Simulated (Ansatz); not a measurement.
I need a point defect in a supercell of SiO2, space group P4_2/mnm. Use Ansatz 0.2.0, Python API. Settings (first run): LDA, PAW, the default cutoff (420 eV here), 2×2×2 k-points, Fermi-Dirac smearing of 0.05 eV.

```xyz
6
Lattice="4.1773 0.0000 0.0000 0.0000 4.1773 0.0000 0.0000 0.0000 2.6652" Properties=species:S:1:pos:R:3 pbc="T T T"
Si    0.0000    0.0000    0.0000
Si    2.0886    2.0886    1.3326
O     1.2778    1.2778    0.0000
O     0.8108    3.3665    1.3326
O     2.8995    2.8995    0.0000
O     3.3665    0.8108    1.3326
```

`defect_sio2.py`
```python
# -*- coding: utf-8 -*-
'''Point defect (substitution) in SiO2.'''

import warnings

import ansatz as az
import numpy as np


def main():
    warnings.simplefilter('ignore', az.DeckWarning)

    vectors = np.array([
        [4.1773, 0.0, 0.0],
        [0.0, 4.1773, 0.0],
        [0.0, 0.0, 2.6652],
    ])
    cell = (
        az.Lattice.of(vectors)
        .atom('Si', (0.0, 0.0, 0.0))
        .atom('Si', (0.5, 0.5, 0.5))
        .atom('O', (0.3059, 0.3059, 0.0))
        .atom('O', (0.1941, 0.8059, 0.5))
        .atom('O', (0.6941, 0.6941, 0.0))
        .atom('O', (0.8059, 0.1941, 0.5))
    )
    host = cell.supercell(1, 1, 2)
    defective = host.substitution('F', at=(0.3059, 0.3059, 0.0), replaces='O')

    def settled(structure):
        return (
            structure.calculation()
            .kpoints(length=10)
            .functional('lda')
            .occupations('fermi_dirac', width=0.05)
            .band_table()
        )


    perfect = settled(host).run().report
    job = settled(defective).forces()
    outcome = job.run()
    r = outcome.report

    n_host, n_defect = len(perfect['lattice']['sites']), len(r['lattice']['sites'])
    print(f'perfect cell: {n_host} atoms, F = {perfect["free_energy_ev"]:.4f} eV')
    print(f'defect cell:  {n_defect} atoms, F = {r["free_energy_ev"]:.4f} eV')
    # chemical potentials are still to be added to this difference
    print(f'difference {r["free_energy_ev"] - perfect["free_energy_ev"]:.4f} eV (no chemical potentials)')


    pull = np.linalg.norm(r['forces_ev_ang'], axis=1)
    for atom in np.argsort(-pull)[:5]:
        print(f'force on {outcome.lattice.sites[atom].symbol}{atom}: {pull[atom]:.3f} eV/A')


if __name__ == '__main__':
    main()
```

Running `python defect_sio2.py` prints:
```text
perfect cell: 12 atoms, F = -6890.7745 eV
defect cell:  12 atoms, F = -7123.3468 eV
difference -232.5723 eV (no chemical potentials)
force on Si1: 4.509 eV/A
force on Si7: 4.509 eV/A
force on Si0: 3.649 eV/A
force on F2: 1.140 eV/A
force on O4: 0.421 eV/A
```

Absolute energies stand on the zero of these potentials, so only differences at equal settings mean something. A total without «per atom» is that of the cell as typed. The cell holds an odd number of electrons and is run without spin, so a magnetic state may lie lower. Extra carriers fill band states at a few k-points, so forces and energy hang on the mesh. The atoms stand at ideal sites; relaxing them can change energy and levels by an eV or more. The difference holds no chemical potentials. This is a high-temperature or high-pressure form, not the ambient phase. The structure is a deposited one; some such entries were measured under pressure or heat, so a shift against it needn't be the functional's error alone. The supercell is small, so the defect meets its images and the energies aren't those of an isolated defect; a partly filled defect level may also lower its energy by spin or distortion. For a charged cell the difference holds no correction, alignment or term for the electrons' reservoir. Finished in 3 s on 1 thread of Arm Neoverse V2, with other jobs on the host, peak memory 0.39 GiB.

(A comment or docstring line of the script was reworded after the run, the code is as it ran; lines on the test bed's own set-up are left out of the output.)
